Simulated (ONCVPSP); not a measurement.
**An ONCV potential for platinum, from input to tests**

Do these settings give a usable potential? It is generated, then checked for transferability, scattering, ghosts and hardness.

The numbers are computed with ONCVPSP 4.0.1 (PBE, non-relativistic, spin-unpolarised reference atom).

## 1. Settings

The settings as typed:

```
element                 : platinum (Pt, Z = 78)
type                    : optimised norm-conserving Vanderbilt (ONCV)
frozen core             : [Kr] 4d10 4f14
valence charge          : 18
reference configuration : 5s2 5p6 5d9 6s1
partial waves           : 5s+6s: rc 1.55 bohr, ncon 4, nbas 8, qcut 9.1 1/bohr, 2 projectors; 5p: rc 1.65 bohr, ncon 4, nbas 8, qcut 8.6 1/bohr, 2 projectors, debl 3 Ha; 5d: rc 1.55 bohr, ncon 3, nbas 8, qcut 10.5 1/bohr, local; f scattering state at 0.37 Ha: rc 1.90 bohr, ncon 4, nbas 7, qcut 5 1/bohr, 1 projector
local potential         : the d channel
core correction         : Teter function, fcfact 2.25, rcfact 1.7
```

The outer shells as boxes (Hund's rule for the drawing; the calculation is spin-unpolarised):

```
[Kr] core
4d [↑↓][↑↓][↑↓][↑↓][↑↓]
4f [↑↓][↑↓][↑↓][↑↓][↑↓][↑↓][↑↓]
5s [↑↓]
5p [↑↓][↑↓][↑↓]
5d [↑↓][↑↓][↑↓][↑↓][↑ ]
6s [↑ ]
```

The nodes and maxima of the atom's own shells, from an earlier all-electron run, set the scale for the radii.

All-electron outer shells of the reference configuration (PBE, non-relativistic, ld1.x):

| shell | level (eV) | outermost node (bohr) | outermost maximum (bohr) |
| --- | --- | --- | --- |
| 4f | -82.22 | – | 0.38 |
| 5s | -80.05 | 0.54 | 0.96 |
| 5p | -51.04 | 0.55 | 1.02 |
| 5d | -7.22 | 0.58 | 1.24 |
| 6s | -4.10 | 1.27 | 2.73 |
| 6p | -0.87 | 1.42 | 3.98 |

## 2. Generation

File Pt.dat:

```
# ATOM AND REFERENCE CONFIGURATION
# atsym  z   nc   nv     iexc    psfile
  Pt 78.00   10    4        4      upf
#
#   n    l    f
    1    0    2.00
    2    0    2.00
    2    1    6.00
    3    0    2.00
    3    1    6.00
    3    2   10.00
    4    0    2.00
    4    1    6.00
    4    2   10.00
    4    3   14.00
    5    0    2.00
    5    1    6.00
    5    2    9.00
    6    0    1.00
#
# PSEUDOPOTENTIAL AND OPTIMIZATION
# lmax
    3
#
#   l,   rc,      ep,       ncon, nbas, qcut
    0    1.55    0.00    4    8    9.10
    1    1.65    0.00    4    8    8.60
    2    1.55    0.00    3    8   10.50
    3    1.90    0.37    4    7    5.00
#
# LOCAL POTENTIAL
# lloc, lpopt,  rc(5),   dvloc0
    2    5    1.55    0.00
#
# VANDERBILT-KLEINMAN-BYLANDER PROJECTORs
# l, nproj, debl
    0    2    1.10
    1    2    3.00
    2    0    2.70
    3    1    1.90
#
# MODEL CORE CHARGE
# icmod, fcfact, rcfact
    3    2.25    1.70
#
# LOG DERIVATIVE ANALYSIS
# epsh1, epsh2, depsh
   -4.00    5.00    0.02
#
# OUTPUT GRID
# rlmax, drl
    6.00    0.01
#
# TEST CONFIGURATIONS
# ncnf
    4
# nvcnf
#   n    l    f
    4
    5    0    2.00
    5    1    6.00
    5    2    9.00
    6    0    0.00
#
    4
    5    0    2.00
    5    1    6.00
    5    2    8.00
    6    0    0.00
#
    4
    5    0    2.00
    5    1    6.00
    5    2    7.00
    6    0    0.00
#
    4
    5    0    2.00
    5    1    6.00
    5    2    9.50
    6    0    0.50
#
```

Started as:

```sh
$ oncvpspnr.x < Pt.dat > Pt.out
```

Q: Predict the outcome of this session. Wanted: cutoffs for 1 and 0.1 mHa per electron, occupied waves; bound ghosts; GHOST(+) flags; largest test error; largest phase difference near zero energy, channels read; rms error of d²Exc/dn², without and with the model core.

The runs gave:

```
                                                quantity                         value
  cutoffs for 1 and 0.1 mHa per electron, occupied waves               28 Ha and 32 Ha
                                            bound ghosts                    none found
                                          GHOST(+) flags            none at low energy
                            largest test error (AE − PS)  -11 meV, for 5s2 5p6 5d7 6s0
largest phase difference near zero energy, channels read                     0.001 rad
 rms error of d²Exc/dn², without and with the model core             3.51 and 1.30 mHa
```

In words: By total energies transferability is good: the largest error is 11 meV on 60.9 eV, for 5s2 5p6 5d7 6s0. The potential is of middling hardness: the looser tolerance needs 28 Ha. It is free of bound ghosts as far as tested. Near zero energy the phases of the channels with partial waves agree within 0.001 rad. A non-relativistic atom is unphysical at this Z; the numbers test the scheme, not the element. These are tests on the free atom; a crystal test is still owed.
